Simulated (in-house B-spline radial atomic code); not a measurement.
**Tl²⁵⁺: Hartree-Fock with and without relativity**

Aim: what relativity does to the energy, levels and radii of Tl²⁵⁺.

The numbers are computed with in-house B-spline radial atomic code version 1 (Hartree-Fock averaged over the configuration, non-relativistic (point nucleus) and Dirac-Coulomb (finite nucleus); spherical all-electron atom at the radial basis limit), except any that are marked as measured or tabulated.

## Step 1: The system

- element: thallium (Z = 81)
- charge: +25
- electrons: 56
- configuration: [Kr] 4d10 4f10
- nucleus: point (non-relativistic run); Fermi, rms radius 5.476 fm (Dirac runs)

The outer shells:

[Kr] 4d10 4f10
```
[Kr] core
4d [↑↓][↑↓][↑↓][↑↓][↑↓]
4f [↑↓][↑↓][↑↓][↑ ][↑ ][↑ ][↑ ]
```

The boxes draw the filling by Hund's rule, which heavy ions in jj coupling don't follow; these runs average over all states of the configuration.

## Step 2: Non-relativistic run

The run's settings:

```ini
Z = 81
electrons = 56.0
configuration = [Kr] 4d10 4f10
hamiltonian = nr
method = hf
spin_polarised = False
```

## Step 3: Dirac-Coulomb run

The run's settings:

```ini
Z = 81
electrons = 56.0
configuration = [Kr] 4d10 4f10
hamiltonian = dirac
method = hf
spin_polarised = False
nucleus = fermi
rms_radius = 5.4759
mass_number = 205
atomic_mass = 204.974427318
speed_of_light = 137.035999084
```

## Step 4: Dirac-Coulomb run in the lowest jj configuration, 1s2 2s2 2p6 3s2 3p6 3d10 4s2 4p6 4d10 4f-6 4f+4

In configurations, a minus sign after the shell means j = l − 1/2 and a plus sign j = l + 1/2; the count of electrons follows.

Settings: those of step 3 with these lines changed.

```diff
@@ -2,3 +2,3 @@
 electrons = 56.0
-configuration = [Kr] 4d10 4f10
+configuration = 1s2 2s2 2p6 3s2 3p6 3d10 4s2 4p6 4d10 4f-6 4f+4
 hamiltonian = dirac
```

Q: How much does each shell's level and mean radius change with the Dirac Hamiltonian, and the total energy?

The runs gave:

Levels and radii; the Dirac values are averaged over j with the occupations as weights.

| shell | ε non-rel. (eV) | ε Dirac (eV) | <r> non-rel. (bohr) | <r> Dirac (bohr) | change of <r> (%) |
| --- | --- | --- | --- | --- | --- |
| 1s | -78327.2 | -86845.4 | 0.01869 | 0.01632 | -12.67 |
| 2s | -13914.1 | -16216.6 | 0.07857 | 0.06803 | -13.42 |
| 2p | -13402.4 | -14187.8 | 0.06645 | 0.06179 | -7.01 |
| 3s | -3905.83 | -4492.63 | 0.1972 | 0.1765 | -10.51 |
| 3p | -3663.11 | -3890.35 | 0.1879 | 0.1776 | -5.47 |
| 3d | -3216.90 | -3202.81 | 0.1640 | 0.1621 | -1.18 |
| 4s | -1405.07 | -1568.61 | 0.4217 | 0.3846 | -8.79 |
| 4p | -1296.29 | -1360.70 | 0.4228 | 0.4042 | -4.40 |
| 4d | -1096.86 | -1097.68 | 0.4218 | 0.4190 | -0.68 |
| 4f | -835.59 | -823.10 | 0.4100 | 0.4149 | +1.19 |

What this shows: The Dirac run lies -1309.34 hartree (-7 %) from the non-relativistic one; the finite nucleus has a part in that. First-order perturbation theory (mass-velocity plus Darwin) gives -1073.15 hartree, which is 82 % of the full shift. Averaged over j, the 2s shell contracts most (-13.42 %), while 4f expands by 1.19 %, being screened better by the contracted inner s and p shells. Spin-orbit coupling splits the 4f level by 5.569 eV and the 2p level by 2069.59 eV. The lowest jj configuration lies 11.195 eV below the average over the whole configuration. Breit terms add 23.0 hartree and QED terms 16.0 hartree.
